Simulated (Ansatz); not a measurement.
# H3NaSiTe: functionals against CCSD(T) at one geometry

The atoms stand at a structure displaced at random from a GFN2-xTB minimum. How far do the functionals agree with CCSD(T) there?

Method: single points in def2-TZVPP; program: Ansatz 0.2.0, Gaussian basis.

Correlated methods freeze the cores. Filled d shells of the heavier atoms are correlated. Core potentials replace the inner electrons past krypton, and spin-orbit coupling is left out. The outer core shell of Li, Na, Mg and K is correlated.

## 1. Where the work starts

SMILES `[Na][SiH2][TeH]`, 6 atoms, charge 0, spin multiplicity 1.

Atoms are counted from 1 here; the program's logs count them from 0.

Bond lengths: Na1–Si2 2.710 Å, Si2–Te3 2.573 Å, Si2–H4 1.457 Å, Si2–H5 1.471 Å, Te3–H6 1.759 Å. Angles: Na1–Si2–Te3 98.5°, Na1–Si2–H4 122.5°, Na1–Si2–H5 128.5°, Te3–Si2–H4 100.2°, Te3–Si2–H5 101.6°, H4–Si2–H5 99.7°, Si2–Te3–H6 85.2°.

Coordinates:

```xyz
6
charge 0, multiplicity 1
Na   -2.3896    0.5794    0.4922
Si   -0.1477   -0.4957   -0.5864
Te    1.5467    0.3140    1.1729
H     0.1232   -1.9275   -0.5656
H     0.5312   -0.1319   -1.8400
H     0.5300    1.7461    1.2764
```

## 2. CCSD(T)/def2-TZVPP

Contents of run/in.yaml:

```yaml
crystal:
  periodic: [false, false, false]
  atoms:
    - {symbol: Na, position_ang: [-2.389600, 0.579400, 0.492200]}
    - {symbol: Si, position_ang: [-0.147700, -0.495700, -0.586400]}
    - {symbol: Te, position_ang: [1.546700, 0.314000, 1.172900]}
    - {symbol: H, position_ang: [0.123200, -1.927500, -0.565600]}
    - {symbol: H, position_ang: [0.531200, -0.131900, -1.840000]}
    - {symbol: H, position_ang: [0.530000, 1.746100, 1.276400]}
basis:
  gaussian: {orbitals: def2-TZVPP}
correlation: {method: ccsd_t}
output: {forces: true}
```

The command line of these runs was not kept.

## 3. PBE0-D4/def2-TZVPP

run/in.yaml, as its differences from that of step 2:

```diff
@@ -11,3 +11,3 @@
   gaussian: {orbitals: def2-TZVPP}
-correlation: {method: ccsd_t}
-output: {forces: true}
+hamiltonian: {xc: pbe0, dispersion: d4}
+output: {forces: true, orbitals: {seedname: orbitals}}
```

## 4. wB97M-V/def2-TZVPP

run/in.yaml, as its differences from that of step 3:

```diff
@@ -11,3 +11,3 @@
   gaussian: {orbitals: def2-TZVPP}
-hamiltonian: {xc: pbe0, dispersion: d4}
-output: {forces: true, orbitals: {seedname: orbitals}}
+hamiltonian: {xc: {name: wB97M-V}}
+output: {forces: true}
```

## 5. r2SCAN-D4/def2-TZVPP

run/in.yaml, as its differences from that of step 4:

```diff
@@ -11,3 +11,3 @@
   gaussian: {orbitals: def2-TZVPP}
-hamiltonian: {xc: {name: wB97M-V}}
+hamiltonian: {xc: r2scan, dispersion: d4}
 output: {forces: true}
```

## 6. PBE-D4/def2-TZVPP

run/in.yaml, as its differences from that of step 5:

```diff
@@ -11,3 +11,3 @@
   gaussian: {orbitals: def2-TZVPP}
-hamiltonian: {xc: r2scan, dispersion: d4}
+hamiltonian: {xc: pbe, dispersion: d4}
 output: {forces: true}
```

## 7. r2SCAN0-D4/def2-TZVPP

run/in.yaml, as its differences from that of step 6:

```diff
@@ -11,3 +11,3 @@
   gaussian: {orbitals: def2-TZVPP}
-hamiltonian: {xc: pbe, dispersion: d4}
+hamiltonian: {xc: {name: r2SCAN0}, dispersion: d4}
 output: {forces: true}
```

## 8. LC-wPBE/def2-TZVPP

run/in.yaml, as its differences from that of step 7:

```diff
@@ -11,3 +11,3 @@
   gaussian: {orbitals: def2-TZVPP}
-hamiltonian: {xc: {name: r2SCAN0}, dispersion: d4}
+hamiltonian: {xc: {name: LC-wPBE}}
 output: {forces: true}
```

(Steps that only read results are left out.)

**Question.** What will these runs give? Wanted: energy less free atoms, CCSD(T)/def2-TZVPP; RMS force component; RMS force error; HOMO and LUMO, PBE0-D4; T1 diagnostic.

The runs gave:

| quantity | value |
| --- | --- |
| energy less free atoms, CCSD(T)/def2-TZVPP | -307.1 kcal/mol |
| RMS force component | 0.507 to 0.610 eV/Å over the methods |
| RMS force error | PBE0-D4 0.055, wB97M-V 0.050, r2SCAN-D4 0.044, PBE-D4 0.144, r2SCAN0-D4 0.053, LC-wPBE 0.124 eV/Å |
| HOMO and LUMO, PBE0-D4 | -5.14 and -1.82 eV |
| T1 diagnostic | 0.011 |

Against CCSD(T) the functionals' energies less atoms differ by -8.3 to +2.1 kcal/mol, PBE-D4 by -8.3 kcal/mol. CCSD(T) in triple zeta still lacks some correlation energy of the bonds, so part of these gaps is its own basis error and they don't rank the functionals. On forces the order runs from r2SCAN-D4 to PBE-D4. Frozen-core CCSD(T) forces in triple zeta carry basis errors of their own, and this is one geometry, so small gaps rank nothing.
